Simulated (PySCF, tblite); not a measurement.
# C5H5ClN2S: geometry, infrared bands and NMR shifts

What infrared bands and NMR shifts should C5H5ClN2S (`Clc1nnc(C2CC2)s1`) show?

Computed with tblite 0.8.0 and PySCF 2.14.0, with density-fitted response routines of our own, on a single molecule in the gas phase. Atoms count from 0, in the outputs and in this text.

**1. The starting structure**

14 atoms, charge 0, multiplicity 1; geometry from: force field or distance geometry start.

Bonds of the start (Å): Cl0–C1 1.75, C1–N2 1.30, N2–N3 1.25, N3–C4 1.32, C4–C5 1.49, C5–C6 1.48, C6–C7 1.51, C4–S8 1.77, S8–C1 1.78, C7–C5 1.51, C5–H9 1.12, C6–H10 1.12, C6–H11 1.12, C7–H12 1.13, C7–H13 1.12.

**2. Optimising the geometry with GFN2-xTB**

What the job is given:

```
{"job": {"kind": "relax", "xc": "GFN2-xTB", "basis": "xTB"}, "charge": 0, "multiplicity": 1}
Cl     4.656400    -0.892500    -1.228100
C      3.057200    -0.342400    -0.776900
N      2.748500     0.777800    -0.195100
N      1.572900     1.087200     0.084300
C      0.545200     0.293200    -0.132000
C     -0.884200     0.595500     0.184200
C     -1.763100    -0.510900     0.623900
C     -1.929000     0.059400    -0.769600
S      1.424300    -1.048000    -0.877400
H     -1.081300     1.575900     0.679300
H     -1.422700    -1.573400     0.653800
H     -2.596600    -0.272300     1.333900
H     -2.739300     0.821900    -0.942600
H     -1.589000    -0.572000    -1.635000
```

Launch:

```bash
OMP_NUM_THREADS=1 python probes_run.py task.json out
```

One launch serves the whole session: the jobs run in the order shown.

**Question.** This job is followed by: GFN2-xTB harmonic vibrations, gas phase; GIAO PBE0/pcSseg-1 NMR shielding, non-relativistic, gas phase. Predict these results of the whole session: strongest single infrared mode (GFN2-xTB); zero-point energy (GFN2-xTB); ¹³C shifts against TMS (PBE0/pcSseg-1, means over atoms taken as alike); ¹H shifts against TMS (PBE0/pcSseg-1, means over atoms taken as alike); ³⁵Cl shifts against HCl (PBE0/pcSseg-1); ¹⁵N shifts against NH3 (PBE0/pcSseg-1); ³³S shifts against CS2 (PBE0/pcSseg-1).

The runs gave:

```
                                                               quantity                         value
                              strongest single infrared mode (GFN2-xTB)          1540 cm⁻¹, 97 km/mol
                                           zero-point energy (GFN2-xTB)                 59.1 kcal/mol
¹³C shifts against TMS (PBE0/pcSseg-1, means over atoms taken as alike)  182.9, 161.3, 18.3, 17.2 ppm
 ¹H shifts against TMS (PBE0/pcSseg-1, means over atoms taken as alike)          2.57, 1.39, 0.73 ppm
                                ³⁵Cl shifts against HCl (PBE0/pcSseg-1)                       238 ppm
                                 ¹⁵N shifts against NH3 (PBE0/pcSseg-1)              397.9, 386.3 ppm
                                 ³³S shifts against CS2 (PBE0/pcSseg-1)                       271 ppm
```

What this shows: Over 38 steps the energy fell by 1.550 eV; of the close pairs, N2–N3 changed most, 1.247 to 1.320 Å. All 36 modes are real, so the xTB geometry is a minimum. The strongest single mode, at 1540 cm⁻¹, moves mainly C4. Unscaled tight-binding wavenumbers are off by several per cent, some by more. Its intensities can rank the bands wrongly. NICS(1)zz of -22 ppm above the planar ring from C1 marks a diatropic (aromatic) ring current.
